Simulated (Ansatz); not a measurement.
This script for the Python package of Ansatz (0.2.0) starts 3 runs on ZnBi3, space group I4/mmm. What input does the engine get in each?

The script, `znbi3_drho.py`:
```python
import ansatz as az
import numpy as np

VECTORS = np.array([
    [-2.522668, 2.522668, 4.562909],
    [2.522668, -2.522668, 4.562909],
    [2.522668, 2.522668, -4.562909],
])
SITES = [
    ("Zn", [0.0, 0.0, 0.0]),
    ("Bi", [0.75, 0.25, 0.5]),
    ("Bi", [0.25, 0.75, 0.5]),
    ("Bi", [0.5, 0.5, 0.0]),
]


def build(cell):
    crystal = az.Crystal(lattice=az.Lattice.of(cell))
    for symbol, position in SITES:
        crystal = crystal.atom(symbol, position)
    return crystal


def main() -> None:
    def solve(crystal):
        return (
            crystal.calculation()
            .functional("lda")
            .occupations("fermi_dirac", width=0.15)
            .scf(tolerance=1e-10)
            .basis(460, grid_basis="typed")
            .kpoints(7, 7, 7)
            .density()
            .run(threads=1)
        )


    whole = solve(build(VECTORS))
    difference = whole.density().channels[0].density_e_per_ang3.copy()
    binding = whole.report["free_energy_ev"]
    for element in ["Zn", "Bi"]:
        part = az.Crystal(lattice=az.Lattice.of(VECTORS))
        for symbol, position in SITES:
            if symbol == element:
                part = part.atom(symbol, position)
        alone = solve(part)
        difference -= alone.density().channels[0].density_e_per_ang3
        binding -= alone.report["free_energy_ev"]
        print(f"{element} sublattice: {alone.report['n_electrons']:g} electrons, {alone.report['n_iterations']} iterations")

    voxel = abs(np.linalg.det(VECTORS)) / difference.size
    print(f"energy of the crystal less its unpolarised sublattices: {binding / len(SITES):.4f} eV/atom")
    print(f"net charge of the difference {difference.sum() * voxel:.5f} e, charge rearranged {0.5 * np.abs(difference).sum() * voxel:.3f} e")
    print(f"extremes {difference.min():.4f} and {difference.max():.4f} e/A^3")
    for (symbol, position) in SITES:
        index = tuple(int(round(p * n)) % n for p, n in zip(position, difference.shape))
        print(f"  change of the pseudo-density at the grid point nearest {symbol}: {difference[index]:+.4f} e/A^3")


if __name__ == "__main__":
    main()
```

Run 1:
```yaml
crystal:
  lattice:
    - [-2.522668, 2.522668, 4.562909]
    - [2.522668, -2.522668, 4.562909]
    - [2.522668, 2.522668, -4.562909]
  atoms:
    - { symbol: Zn, position: [0.0, 0.0, 0.0] }
    - { symbol: Bi, position: [0.75, 0.25, 0.5] }
    - { symbol: Bi, position: [0.25, 0.75, 0.5] }
    - { symbol: Bi, position: [0.5, 0.5, 0.0] }
basis:
  ecutwfc: 460.0
  fft_grid_basis: typed
kpoints:
  mp_grid:
    grid: [7, 7, 7]
hamiltonian:
  xc: lda
scf:
  convergence:
    dr2_threshold: 1.0e-10
  occupations:
    method: fermi_dirac
    width: 0.15
output:
  write_density: true
```

Run 2, against run 1:
```diff
-    - { symbol: Bi, position: [0.75, 0.25, 0.5] }
-    - { symbol: Bi, position: [0.25, 0.75, 0.5] }
-    - { symbol: Bi, position: [0.5, 0.5, 0.0] }
```

Run 3, against run 1:
```diff
-    - { symbol: Zn, position: [0.0, 0.0, 0.0] }
```

Running `python znbi3_drho.py` prints:
```text
Zn sublattice: 12 electrons, 7 iterations
Bi sublattice: 45 electrons, 7 iterations
energy of the crystal less its unpolarised sublattices: -0.3969 eV/atom
net charge of the difference -0.00000 e, charge rearranged 0.249 e
extremes -0.0314 and 0.0272 e/A^3
  change of the pseudo-density at the grid point nearest Zn: +0.0272 e/A^3
  change of the pseudo-density at the grid point nearest Bi: -0.0020 e/A^3
  change of the pseudo-density at the grid point nearest Bi: -0.0020 e/A^3
  change of the pseudo-density at the grid point nearest Bi: +0.0017 e/A^3
```

Spin-orbit coupling, which matters for elements this heavy, is left out. Densities and potentials on the grid are those of the valence electrons, and inside the cores they hang on the potentials used. The structure comes from a database of computed cells and needn't be a stable or known phase. Charge moved counts every rearrangement, bonding and polarisation too, and is no transfer between atoms; the bare sublattices are artificial references. Values near the nuclei depend on the potentials. Timing: 16 s on 1 thread of Arm Neoverse V1 (shared host), peak memory 0.51 GiB.
